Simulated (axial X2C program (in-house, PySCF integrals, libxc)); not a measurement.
**OsLi: from the state search to constants**

What are the state, bond length, wavenumber and bond energy of OsLi, and what does spin–orbit coupling change?

Computed with an in-house X2C program for linear molecules on PySCF integrals. Level: all-electron X2C, Os dyall-v3z, Li dyall-v3z.

All values are calculated.

## (1) Input

The input, task.json:

```json
{"zs": [76, 3], "q": 0, "bas": ["dyall-v3z", "dyall-v3z"], "levels": ["PBE0", "HF", "TPSS", "BP86"], "cc": false, "r0": 2.62, "npts": 10, "nst": 2, "ntry": 6}
```

Keys: zs atomic numbers; q charge; bas basis sets; levels methods (HF also brings MP2); cc coupled cluster on or off; r0 starting distance in Å; npts points asked for on the curve; nst determinants followed; ntry starts of the search.

On the command line:

```sh
python so2c.py task.json out
```

Spin-free means the one-electron spin-free X2C Hamiltonian; two-component (2c) means X2C with spin–orbit coupling and atomic mean-field two-electron Coulomb and Gaunt terms. Basis: Os dyall-v3z contracted to [13s14p9d6f2g], Li dyall-v3z contracted to [7s8p2d]; Gaussian nuclei, density fitting. Masses: Os 191.961 u, Li 7.016 u.

Notation: σ, π±, δ± give the projection m of an orbital's angular momentum (0, ±1, ±2), α and β its spin, Λ and M_S the sums; ω is the projection of a spinor's total angular momentum and Ω the sum. Logs are in hartree.

The results follow Hamiltonian by Hamiltonian and level by level.

## (2) Which state to follow

PBE0 moves the distance from 2.620 Å to 2.348 Å and compares determinants there.

Spin-free determinants:

```csv
ΔE (eV),state,open shells
0.00,"M_S = 3/2, Λ = 0","beyond closed shells: σα, δ+α, δ-α"
0.41,"M_S = 3/2, Λ = 1","beyond closed shells: π+α, π+β, π-α, δ+α, δ-α"
0.49,"M_S = 3/2, Λ = 2","beyond closed shells: π+α, π-α, δ+α, δ+β, δ-α"
0.60,"M_S = 3/2, Λ = 3","beyond closed shells: σα, π+α, π+β, π-α, δ+α, δ+β, δ-α"
0.71,"M_S = 3/2, Λ = 1","beyond closed shells: σα, π+α, π-α, π-β, δ+α, δ+β, δ-α"
1.78,"M_S = 5/2, Λ = 1","beyond closed shells: 2 × σα, π+α, π+β, π-α, δ+α, δ-α"
2.10,"M_S = 5/2, Λ = 2","beyond closed shells: σα, 2 × π+α, π+β, π-α, δ+α, δ-α"
```

Two-component determinants:

```
ΔE (eV)    state                                        open shells
   0.00  Ω = 3/2   excess of +ω over −ω: ω = 1/2, ω = -3/2, ω = 5/2
   0.15  Ω = 9/2    excess of +ω over −ω: ω = 1/2, ω = 3/2, ω = 5/2
   0.16  Ω = 7/2   excess of +ω over −ω: ω = -1/2, ω = 3/2, ω = 5/2
   0.32  Ω = 5/2                      excess of +ω over −ω: ω = 5/2
   0.51  Ω = 1/2  excess of +ω over −ω: ω = -1/2, ω = -3/2, ω = 5/2
   0.53  Ω = 5/2                      excess of +ω over −ω: ω = 5/2
   0.79  Ω = 1/2                      excess of +ω over −ω: ω = 1/2
```

## (3) PBE0, spin-free

State followed: M_S = 3/2, Λ = 0 (beyond closed shells: σα, δ+α, δ-α). The scan is laid around 2.348 Å, a first estimate of the minimum, and this SCF restarts from the orbitals of the search.

The SCF at the reference distance of 2.348 Å:

```text
spin-free X2C-1e  PBE0
basis functions 201  fitting functions 1067  grid points 5088
iter        total energy     max residual
   1     -17262.972283247     7.02e-06
   2     -17262.972283249     8.63e-06
converged
one-electron -23784.97133301  Coulomb 6817.15200927  exact exchange -85.29585528  xc functional -261.24228485  nuclear repulsion 51.38518062
```

Along the bond, energies from the lowest point:

```tsv
R (Å)	E (eV)	μ (D)	HOMO (eV)	LUMO (eV)	iterations
2.043	0.2864	3.63	-4.90	-1.23	14
2.137	0.1186	3.85	-4.71	-1.22	13
2.207	0.0458	4.02	-4.59	-1.25	13
2.278	0.0076	4.21	-4.48	-1.29	13
2.348	0.0000	4.40	-4.38	-1.33	2
2.430	0.0201	4.63	-4.28	-1.39	13
2.512	0.0653	4.86	-4.19	-1.45	13
2.618	0.1516	5.17	-4.08	-1.53	14
2.747	0.2855	5.53	-3.98	-1.63	14
2.935	0.5126	6.04	-3.85	-1.79	14
```

Dipoles are positive if Li is the positive end.

Outer orbitals at the reference distance:

```json
{"symmetry": "δ+α", "occupied": "yes", "ε (eV)": "-6.52", "atomic character": "100% Os d"}
{"symmetry": "δ-α", "occupied": "yes", "ε (eV)": "-6.52", "atomic character": "100% Os d"}
{"symmetry": "σα", "occupied": "yes", "ε (eV)": "-6.25", "atomic character": "88% Os d, 8% Os s, 3% Li p"}
{"symmetry": "σα", "occupied": "yes", "ε (eV)": "-5.97", "atomic character": "55% Os s, 19% Li s, 16% Li p"}
{"symmetry": "π-α", "occupied": "yes", "ε (eV)": "-5.58", "atomic character": "96% Os d, 3% Li p"}
{"symmetry": "π+α", "occupied": "yes", "ε (eV)": "-5.58", "atomic character": "96% Os d, 3% Li p"}
{"symmetry": "σβ", "occupied": "yes", "ε (eV)": "-5.19", "atomic character": "51% Os s, 29% Li s, 14% Li p"}
{"symmetry": "π+β", "occupied": "yes", "ε (eV)": "-4.38", "atomic character": "90% Os d, 8% Li p"}
{"symmetry": "π-β", "occupied": "yes", "ε (eV)": "-4.38", "atomic character": "90% Os d, 8% Li p"}
{"symmetry": "σβ", "occupied": "no", "ε (eV)": "-1.33", "atomic character": "38% Li p, 34% Li s, 23% Os p"}
{"symmetry": "σα", "occupied": "no", "ε (eV)": "-1.20", "atomic character": "43% Li s, 29% Os p, 26% Li p"}
{"symmetry": "δ+β", "occupied": "no", "ε (eV)": "-0.84", "atomic character": "99% Os d"}
{"symmetry": "δ-β", "occupied": "no", "ε (eV)": "-0.84", "atomic character": "99% Os d"}
```

PBE0 fields in the half plane through the axis: z from -2.4 to 4.5 Å across, distance from the axis 0.15 to 2.25 Å upwards; Os lies at z = 0 and Li at z = 2.348 Å; the ELF is damped to zero where the density is low.

log10 density (e/bohr³). Ten even steps from '0' (-4.84 ) to '9' (1.83 ):
```
111222223333322222111000
112233333333333222211000
122333444444333332211100
223344444444443332221100
223344555555444333221100
233445666665544443321100
233455677765544555321100
233456789876545676421000
```

ELF. Ten even steps from '0' (0.00 ) to '9' (1.00 ):
```
000011111124555421000000
001222211235677652100000
002333322346777763100000
012344322346777631000000
012344432345675100000000
011234555544551000000000
001123653553430599100000
001113542452210999900000
```

Re = 2.335 Å, ωe = 447 cm⁻¹, ωexe = 2.34 cm⁻¹, Be = 0.4569 cm⁻¹, De = 1.74 eV, μ = 4.36 D.

## (4) HF, spin-free

Output at 2.348 Å:

```text
spin-free X2C-1e  HF
basis functions 201  fitting functions 1067  grid points 5088
iter        total energy     max residual
   1     -17257.617564229     9.71e-01
   2     -17257.656046433     2.23e-02
   3     -17257.658053152     2.57e-02
   4     -17257.660236516     2.49e-03
   5     -17257.661009847     1.89e-03
   6     -17257.661720707     1.37e-03
   7     -17257.662222831     1.09e-03
   8     -17257.662845968     1.18e-03
   9     -17257.663440839     1.03e-03
  10     -17257.663912817     6.16e-04
  11     -17257.664107921     4.31e-04
  12     -17257.664170674     1.43e-04
  13     -17257.664175609     7.56e-05
  14     -17257.664176634     3.70e-05
  15     -17257.664176789     2.30e-05
  16     -17257.664176853     8.28e-06
  17     -17257.664176860     2.97e-06
  18     -17257.664176862     1.54e-06
  19     -17257.664176863     4.08e-07
converged
one-electron -23786.25897110  Coulomb 6818.63236592  exact exchange -341.42275230  xc functional 0.00000000  nuclear repulsion 51.38518062
```

Re = 2.446 Å, ωe = 381 cm⁻¹, ωexe = 2.93 cm⁻¹, Be = 0.4164 cm⁻¹, De = 0.014 eV, μ = 3.97 D. ⟨S²⟩ = 4.34 against 3.75 for a pure state, so this determinant mixes spins.

## (5) TPSS, spin-free

The SCF at the reference distance of 2.348 Å:

```text
spin-free X2C-1e  TPSS
basis functions 201  fitting functions 1067  grid points 5088
iter        total energy     max residual
   1     -17262.660703523     2.02e-01
   2     -17262.660109654     2.77e-02
   3     -17262.639158913     5.07e-02
   4     -17262.662139336     8.77e-03
   5     -17262.664304473     8.79e-04
   6     -17262.664333403     6.33e-04
   7     -17262.664340831     1.54e-04
   8     -17262.664341645     6.27e-05
   9     -17262.664341912     1.60e-05
  10     -17262.664341964     5.52e-06
  11     -17262.664341967     6.11e-07
  12     -17262.664341967     1.78e-07
converged
one-electron -23782.08181111  Coulomb 6814.19024225  exact exchange 0.00000000  xc functional -346.15795372  nuclear repulsion 51.38518062
```

Re = 2.336 Å, ωe = 452 cm⁻¹, ωexe = 2.46 cm⁻¹, Be = 0.4565 cm⁻¹, De = 2.16 eV, μ = 4.32 D.

## (6) BP86, spin-free

The SCF at the reference distance of 2.348 Å:

```text
spin-free X2C-1e  BP86
basis functions 201  fitting functions 1067  grid points 5088
iter        total energy     max residual
   1     -17265.356040963     2.57e-01
   2     -17265.359172068     1.59e-02
   3     -17265.343742550     3.90e-02
   4     -17265.361372542     3.59e-03
   5     -17265.361382828     4.02e-03
   6     -17265.361992550     1.63e-04
   7     -17265.361994168     1.05e-04
   8     -17265.361994943     5.95e-05
   9     -17265.361995171     1.34e-05
  10     -17265.361995181     3.20e-06
  11     -17265.361995181     5.92e-07
converged
one-electron -23783.14220554  Coulomb 6815.27492709  exact exchange 0.00000000  xc functional -348.87989735  nuclear repulsion 51.38518062
```

Re = 2.336 Å, ωe = 450 cm⁻¹, ωexe = 2.4 cm⁻¹, Be = 0.4565 cm⁻¹, De = 2.14 eV, μ = 4.60 D.

## (7) MP2, spin-free

Correlated methods: 9 electrons correlated (frozen shells, counted by type: Os 5 s, 4 p, 2 d, 1 f; Li 1 s), 253 virtual spinors in MP2.

MP2: No constants are quoted: the reference is strongly spin-contaminated.

## (8) A higher determinant, spin-free

State: M_S = 3/2, Λ = 1 (beyond closed shells: π+α, π+β, π-α, δ+α, δ-α).

Output at the reference distance:

```text
spin-free X2C-1e  PBE0
basis functions 201  fitting functions 1067  grid points 5088
iter        total energy     max residual
   1     -17262.957267571     1.69e-05
   2     -17262.957267596     1.51e-05
   3     -17262.957267604     8.80e-06
   4     -17262.957267613     5.54e-06
   5     -17262.957267616     1.26e-06
   6     -17262.957267616     6.07e-07
converged
one-electron -23784.88075800  Coulomb 6817.05283006  exact exchange -85.28990252  xc functional -261.22461778  nuclear repulsion 51.38518062
```

```tsv
R (Å)	E above the lowest PBE0 point (eV)
2.043	0.828
2.137	0.606
2.207	0.501
2.278	0.437
2.348	0.409
2.430	0.408
2.512	0.437
2.618	0.506
2.747	0.622
```

Re = 2.388 Å, ωe = 436 cm⁻¹, Be = 0.4368 cm⁻¹, μ = 4.89 D. Te = 0.41 eV.

## (9) The spin-free curves together

Energy (eV) of the followed determinant, spin-free, from each level's lowest point:

```tsv
R (Å)	PBE0	HF	MP2 (spin-contaminated)	TPSS	BP86
2.043	0.286	0.448	0.327	0.296	0.294
2.137	0.119	0.238	0.150	0.123	0.122
2.207	0.046	0.132	0.067	0.048	0.047
2.278	0.008	0.061	0.019	0.008	0.008
2.348	0.000	0.019	0.000	0.000	0.000
2.430	0.020	0.000	0.007	0.020	0.020
2.512	0.065	0.007	0.039	0.066	0.065
2.618	0.152	0.044	0.108	0.154	0.152
2.747	0.285	0.120	0.226	0.290	0.287
2.935	0.513	0.260	0.443	0.521	0.515
```

## (10) PBE0, 2c

State followed: Ω = 3/2 (excess of +ω over −ω: ω = 1/2, ω = -3/2, ω = 5/2). The scan is laid around 2.348 Å, a first estimate of the minimum, and this SCF restarts from the orbitals of the search.

Output at 2.348 Å:

```text
two-component X2C + atomic mean field  PBE0
basis functions 201  fitting functions 1067  grid points 5088
iter        total energy     max residual
   1     -17262.925963520     5.81e-06
   2     -17262.925963528     5.16e-06
   3     -17262.925963531     3.22e-06
   4     -17262.925963535     2.00e-06
   5     -17262.925963537     1.25e-06
converged
one-electron -23767.06036566  Coulomb 6814.62806219  exact exchange -85.26845958  xc functional -261.21135082  nuclear repulsion 51.38518062  atomic mean-field constant -15.39903028
```

Along the bond, energies from the lowest point:

```tsv
R (Å)	E (eV)	μ (D)	HOMO (eV)	LUMO (eV)	iterations
2.043	0.3086	3.66	-4.74	-1.46	14
2.137	0.1330	3.88	-4.56	-1.34	13
2.207	0.0549	4.06	-4.44	-1.27	13
2.278	0.0120	4.25	-4.33	-1.31	13
2.348	0.0000	4.45	-4.24	-1.35	5
2.430	0.0155	4.69	-4.14	-1.41	13
2.512	0.0567	4.92	-4.05	-1.47	13
2.618	0.1382	5.23	-3.95	-1.54	14
2.747	0.2673	5.61	-3.85	-1.65	14
2.935	0.4889	6.12	-3.73	-1.80	15
```

Dipoles are positive if Li is the positive end.

Outer spinors at the reference distance:

```csv
ω,occupied,ε (eV),atomic character,λ mixture
-3/2,yes,-6.79,100% Os d,"98% δ, 2% π"
1/2,yes,-6.27,"95% Os d, 2% Li p, 2% Os s","93% σ, 7% π"
1/2,yes,-5.93,"61% Os s, 19% Li s, 16% Li p",100% σ
5/2,yes,-5.93,100% Os d,100% δ
-1/2,yes,-5.82,"93% Os d, 3% Li p","90% π, 10% σ"
3/2,yes,-5.44,"96% Os d, 3% Li p","89% π, 11% δ"
-1/2,yes,-5.22,"50% Os s, 28% Li s, 14% Li p","95% σ, 5% π"
1/2,yes,-4.54,"91% Os d, 7% Li p","92% π, 8% σ"
-3/2,yes,-4.24,"90% Os d, 8% Li p","98% π, 2% δ"
-1/2,no,-1.35,"37% Li p, 34% Li s, 24% Os p","99% σ, 1% π"
1/2,no,-1.22,"42% Li s, 30% Os p, 26% Li p","99% σ, 1% π"
3/2,no,-1.13,"94% Os d, 5% Li p","86% δ, 14% π"
-1/2,no,-0.84,"72% Os d, 13% Li p, 5% Os p","83% σ, 17% π"
```

PBE0 fields in the half plane through the axis: z from -2.4 to 4.5 Å across, distance from the axis 0.15 to 2.25 Å upwards; Os lies at z = 0 and Li at z = 2.348 Å; the ELF is damped to zero where the density is low.

log10 density (e/bohr³). Ten even steps from ' ' (-4.85 ) to '@' (1.83 ):
```
......::::::::------------::::::::::......      
....::::----------------------::::::::....      
..::::------============----------::::......    
::::----====================------::::::....    
::::----====++++++++++++======------::::....    
::----====++++********++++========----::....    
::----==++++**######**++++====++++++--::....    
::----==++**##%%@@%%##**++++++**##**==::..      
```

ELF. Ten even steps from ' ' (0.00 ) to '@' (1.00 ):
```
        ............::--==++++==::..            
    ....::::::::::::--++**####**++::..          
    ..::------::::--==++**######++--..          
  ..::----==--::::--==++######**--..            
  ..::----====--::--==++**##++..                
  ....::--====++++++====++++..                  
    ....::--**++--++++--==--  ++@@@@..          
    ......--++==::==++----..  @@@@@@@@          
```

Re = 2.347 Å, ωe = 443 cm⁻¹, ωexe = 2.36 cm⁻¹, Be = 0.4522 cm⁻¹, De = 1.53 eV, μ = 4.45 D.

## (11) HF, 2c

The SCF at the reference distance of 2.348 Å:

```text
two-component X2C + atomic mean field  HF
basis functions 201  fitting functions 1067  grid points 5088
iter        total energy     max residual
   1     -17257.519991444     9.68e-01
   2     -17257.558989133     2.23e-02
   3     -17257.560969360     2.57e-02
   4     -17257.563132799     2.36e-03
   5     -17257.563869782     1.82e-03
   6     -17257.564539242     1.34e-03
   7     -17257.565016851     1.06e-03
   8     -17257.565648258     1.14e-03
   9     -17257.566320706     1.05e-03
  10     -17257.566862497     6.92e-04
  11     -17257.567081874     5.10e-04
  12     -17257.567150866     1.98e-04
  13     -17257.567158176     2.06e-04
  14     -17257.567163788     1.97e-04
  15     -17257.567168314     1.80e-04
  16     -17257.567173205     1.29e-04
  17     -17257.567175725     8.16e-05
  18     -17257.567176859     3.10e-05
  19     -17257.567177052     1.61e-05
  20     -17257.567177086     1.32e-05
  21     -17257.567177106     8.51e-06
  22     -17257.567177116     3.06e-06
  23     -17257.567177119     3.27e-06
  24     -17257.567177120     3.01e-06
  25     -17257.567177121     2.24e-06
converged
one-electron -23768.43084738  Coulomb 6816.19149125  exact exchange -341.31397132  xc functional 0.00000000  nuclear repulsion 51.38518062  atomic mean-field constant -15.39903028
```

Re = 2.452 Å, ωe = 380 cm⁻¹, ωexe = 2.86 cm⁻¹, Be = 0.4142 cm⁻¹, De = -0.199 eV, μ = 4.18 D.

## (12) TPSS, 2c

The SCF at the reference distance of 2.348 Å:

```text
two-component X2C + atomic mean field  TPSS
basis functions 201  fitting functions 1067  grid points 5088
iter        total energy     max residual
   1     -17262.601324902     2.00e-01
   2     -17262.600994738     2.76e-02
   3     -17262.579393555     5.12e-02
   4     -17262.603315276     8.73e-03
   5     -17262.605417294     8.00e-04
   6     -17262.605439993     5.78e-04
   7     -17262.605446357     1.51e-04
   8     -17262.605447080     2.60e-05
   9     -17262.605447128     8.69e-06
  10     -17262.605447142     4.53e-06
  11     -17262.605447145     1.11e-06
  12     -17262.605447145     1.09e-07
converged
one-electron -23764.05752595  Coulomb 6811.55680147  exact exchange 0.00000000  xc functional -346.09087301  nuclear repulsion 51.38518062  atomic mean-field constant -15.39903028
```

Re = 2.344 Å, ωe = 449 cm⁻¹, ωexe = 2.51 cm⁻¹, Be = 0.4533 cm⁻¹, De = 1.99 eV, μ = 4.35 D.

## (13) BP86, 2c

Output at 2.348 Å:

```text
two-component X2C + atomic mean field  BP86
basis functions 201  fitting functions 1067  grid points 5088
iter        total energy     max residual
   1     -17265.330434152     2.55e-01
   2     -17265.333591223     1.58e-02
   3     -17265.318380701     3.90e-02
   4     -17265.335856556     3.54e-03
   5     -17265.335833690     4.08e-03
   6     -17265.336439072     1.19e-04
   7     -17265.336440535     8.32e-05
   8     -17265.336441083     6.65e-05
   9     -17265.336441292     1.46e-05
  10     -17265.336441304     2.66e-06
  11     -17265.336441304     2.30e-07
converged
one-electron -23765.20305764  Coulomb 6812.72367273  exact exchange 0.00000000  xc functional -348.84320673  nuclear repulsion 51.38518062  atomic mean-field constant -15.39903028
```

Re = 2.347 Å, ωe = 445 cm⁻¹, ωexe = 2.45 cm⁻¹, Be = 0.452 cm⁻¹, De = 1.93 eV, μ = 4.67 D.

## (14) MP2, 2c

Correlated methods: 9 electrons correlated (frozen shells, counted by type: Os 5 s, 4 p, 2 d, 1 f; Li 1 s), 253 virtual spinors in MP2.

MP2: No constants are quoted: the reference is strongly spin-contaminated.

## (15) A higher determinant, 2c

State: Ω = 9/2 (excess of +ω over −ω: ω = 1/2, ω = 3/2, ω = 5/2).

Output at the reference distance:

```text
two-component X2C + atomic mean field  PBE0
basis functions 201  fitting functions 1067  grid points 5088
iter        total energy     max residual
   1     -17262.920603772     1.94e-05
   2     -17262.920603820     1.18e-05
   3     -17262.920603838     1.39e-05
   4     -17262.920603866     4.85e-06
   5     -17262.920603869     1.19e-06
   6     -17262.920603869     9.41e-07
converged
one-electron -23767.98884080  Coulomb 6815.55460893  exact exchange -85.26818266  xc functional -261.20433968  nuclear repulsion 51.38518062  atomic mean-field constant -15.39903028
```

```tsv
R (Å)	E above the lowest PBE0 point (eV)
2.043	0.617
2.137	0.383
2.207	0.266
2.278	0.189
2.348	0.146
2.430	0.130
2.512	0.142
2.618	0.192
2.747	0.287
```

Re = 2.432 Å, ωe = 411 cm⁻¹, Be = 0.4211 cm⁻¹, μ = 4.92 D. Te = 0.13 eV.

## (16) The 2c curves together

Energy (eV) of the followed determinant, 2c, from each level's lowest point:

```tsv
R (Å)	PBE0	HF	MP2 (spin-contaminated)	TPSS	BP86
2.043	0.309	0.464	0.374	0.311	0.314
2.137	0.133	0.249	0.181	0.132	0.135
2.207	0.055	0.139	0.087	0.054	0.056
2.278	0.012	0.065	0.030	0.011	0.012
2.348	0.000	0.021	0.002	0.000	0.000
2.430	0.016	0.000	0.000	0.017	0.015
2.512	0.057	0.005	0.024	0.060	0.057
2.618	0.138	0.041	0.086	0.144	0.139
2.747	0.267	0.115	0.195	0.276	0.268
2.935	0.489	0.255	0.403	0.502	0.489
```

Time for the job: 4.2 min (1 thread, shared host).

## (17) Constants

Lowest determinant that the search found at its distance, spin-free: M_S = 3/2, Λ = 0 (beyond closed shells: σα, δ+α, δ-α).

Lowest determinant that the search found at its distance, 2c: Ω = 3/2 (excess of +ω over −ω: ω = 1/2, ω = -3/2, ω = 5/2).

```
Hamiltonian  level  Re (Å)  ωe (cm⁻¹)  De (eV)  μ (D)
  spin-free   PBE0   2.335        447     1.74   4.36
  spin-free     HF   2.446        381    0.014   3.97
  spin-free   TPSS   2.336        452     2.16   4.32
  spin-free   BP86   2.336        450     2.14   4.60
         2c   PBE0   2.347        443     1.53   4.45
         2c     HF   2.452        380   -0.199   4.18
         2c   TPSS   2.344        449     1.99   4.35
         2c   BP86   2.347        445     1.93   4.67
```

Dipoles are positive if Li is the positive end. No constants: spin-free MP2 (the reference is strongly spin-contaminated); 2c MP2 (the reference is strongly spin-contaminated). Spin-free ⟨S²⟩ is off its pure value at HF 4.34.

Time per point (s) on 1 thread, shared host (2c runs); the times are rough: PBE0 1.5, HF 1.7, TPSS 1.4, BP86 0.64.

At PBE0, going from spin-free to two-component changes Re by +12 mÅ, ωe by -1.0 %, which is small (part of it comes from the scalar share of the two-electron terms). It costs about 1.5 times the time. De moves by -0.21 eV; both De rest on single-determinant atoms, which can miss part of an open shell's spin–orbit lowering. De is negative at HF: there the minimum lies above the ground-state fragments.

De refers to Os + Li, each in the lowest determinant found, which need not be this curve's own limit. Each curve is one determinant whose occupation by symmetry is held fixed; it was picked as the lowest of a PBE0 search that is not exhaustive. Dissociation energies refer to the lowest single-determinant-based atoms at the same level and basis. Density functionals use the spin component along the axis (collinear). The meta-GGAs lack a current-density term, which matters for open shells with orbital currents, atoms included. With several unpaired electrons one determinant need not be a pure state. The spin-free determinant is spin-contaminated at some levels.
